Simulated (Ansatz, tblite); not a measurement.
# The cluster Te₅W₃: a ladder of methods and basis sets

How do method and basis change the picture of the cluster Te₅W₃ (singlet)?

Computed with Ansatz 0.2.0, Gaussian basis. Level: as each input shows.

Plan: GFN1-xTB, GFN2-xTB, PBE-D4/def2-TZVP, r2SCAN-D4/def2-TZVP, LC-ωPBE/def2-TZVP, revPBE-D4/def2-TZVP, PBE-D4/def2-SVP, PBE0-D4/def2-SVP, MP2/def2-SVP.

5 further runs of the same task are left out: 4 that didn't finish, 1 set aside as unsound or not needed. Runs told in other sessions of the task aren't counted.

## Step 1: The structure

The geometry is that of the singlet, from an earlier relaxation (PBE-D4/def2-SVP). At that level it is the lowest of the isomers that a small search found.

8 atoms, charge 0, spin multiplicity 1.

Bond lengths: W1–Te5 2.521 Å, W1–Te6 2.765 Å, W1–Te7 2.660 Å, W1–Te8 2.660 Å, W2–Te4 2.721 Å, W2–Te6 2.697 Å, W2–Te8 2.689 Å, W3–Te4 2.721 Å, W3–Te6 2.697 Å, W3–Te7 2.689 Å. Angles: Te5–W1–Te6 97.0°, Te5–W1–Te7 115.3°, Te5–W1–Te8 115.3°, Te6–W1–Te7 110.6°, Te6–W1–Te8 110.6°, Te7–W1–Te8 107.7°, Te4–W2–Te6 95.2°, Te4–W2–Te8 148.3°, Te6–W2–Te8 111.8°, Te4–W3–Te6 95.2°, Te4–W3–Te7 148.3°, Te6–W3–Te7 111.8°, W2–Te4–W3 50.5°, W1–Te6–W2 60.6°, W1–Te6–W3 60.6°, W2–Te6–W3 51.0°, W1–Te7–W3 62.0°, W1–Te8–W2 62.0°.

Geometry (Å):

```xyz
8
Te5W3
W    -1.10932    0.06538    0.65755
W     1.15905   -1.17837   -0.29376
W     1.05050    1.10502   -0.70442
Te    3.23870   -0.15448   -1.71786
Te   -3.62703   -0.05596    0.64970
Te   -0.74088   -0.40203   -2.04312
Te   -0.08541    2.42128    1.34719
Te    0.11439   -1.80084    2.10473
```

Te, W take a core potential in the def2 sets. No spin-orbit coupling is included.

PBE0-D4/def2-TZVP was run before; its log isn't repeated, and its numbers join the tables.

## Step 2: GFN1-xTB

Tight binding, by tblite at 300 K electronic temperature and without a spin-polarisation term:

```python
tblite.interface.Calculator('GFN1-xTB', numbers, positions, charge=0, uhf=0).singlepoint()
```

Energy -702.2913 eV, HOMO -9.37 eV, LUMO -8.63 eV; 0.018 s.

## Step 3: GFN2-xTB

Tight binding, by tblite at 300 K electronic temperature and without a spin-polarisation term:

```python
tblite.interface.Calculator('GFN2-xTB', numbers, positions, charge=0, uhf=0).singlepoint()
```

Energy -631.3263 eV, HOMO -10.21 eV, LUMO -9.80 eV; 0.046 s.

## Step 4: PBE-D4/def2-TZVP

start.molden holds the orbitals of an earlier run on this state, given as this run's starting guess.

in.yaml reads:

```yaml
crystal:
  periodic: [false, false, false]
  atoms:
    - {symbol: W, position_ang: [-1.109318, 0.065377, 0.657551]}
    - {symbol: W, position_ang: [1.159046, -1.178365, -0.293762]}
    - {symbol: W, position_ang: [1.050503, 1.105016, -0.704420]}
    - {symbol: Te, position_ang: [3.238698, -0.154475, -1.717862]}
    - {symbol: Te, position_ang: [-3.627030, -0.055956, 0.649702]}
    - {symbol: Te, position_ang: [-0.740879, -0.402025, -2.043121]}
    - {symbol: Te, position_ang: [-0.085408, 2.421278, 1.347185]}
    - {symbol: Te, position_ang: [0.114387, -1.800839, 2.104726]}
basis:
  gaussian: {orbitals: def2-TZVP, initial_orbitals: start.molden}
hamiltonian: {xc: pbe, dispersion: d4}
scf: {omitted_lower_state_checks: [starts]}
output: {forces: true, orbitals: {seedname: orbitals}}
```

On the command line:

```
> ansatz run in.yaml --threads 4 --pin off --events-out ev --progress --plain --max-ram 6963MiB
```

After this run come: r2SCAN-D4/def2-TZVP; LC-ωPBE/def2-TZVP; revPBE-D4/def2-TZVP; PBE-D4/def2-SVP; PBE0-D4/def2-SVP; MP2/def2-SVP.

**Question.** What will the summary of the whole plan be? Wanted: gap in def2-TZVP, named functionals, smallest and largest; correlation energy, MP2/def2-SVP; PBE0 total energy, smallest basis above largest.

As calculated:

| quantity | value |
| --- | --- |
| gap in def2-TZVP, named functionals, smallest and largest | 0.89 eV (PBE-D4), 6.14 eV (LC-ωPBE) |
| correlation energy, MP2/def2-SVP | -53.25 eV |
| PBE0 total energy, smallest basis above largest | 2.98 eV (def2-SVP, def2-TZVP) |

**Reading.** Over the named functionals in def2-TZVP the gap runs from 0.89 eV (PBE-D4) to 6.14 eV (LC-ωPBE); exact exchange widens it.
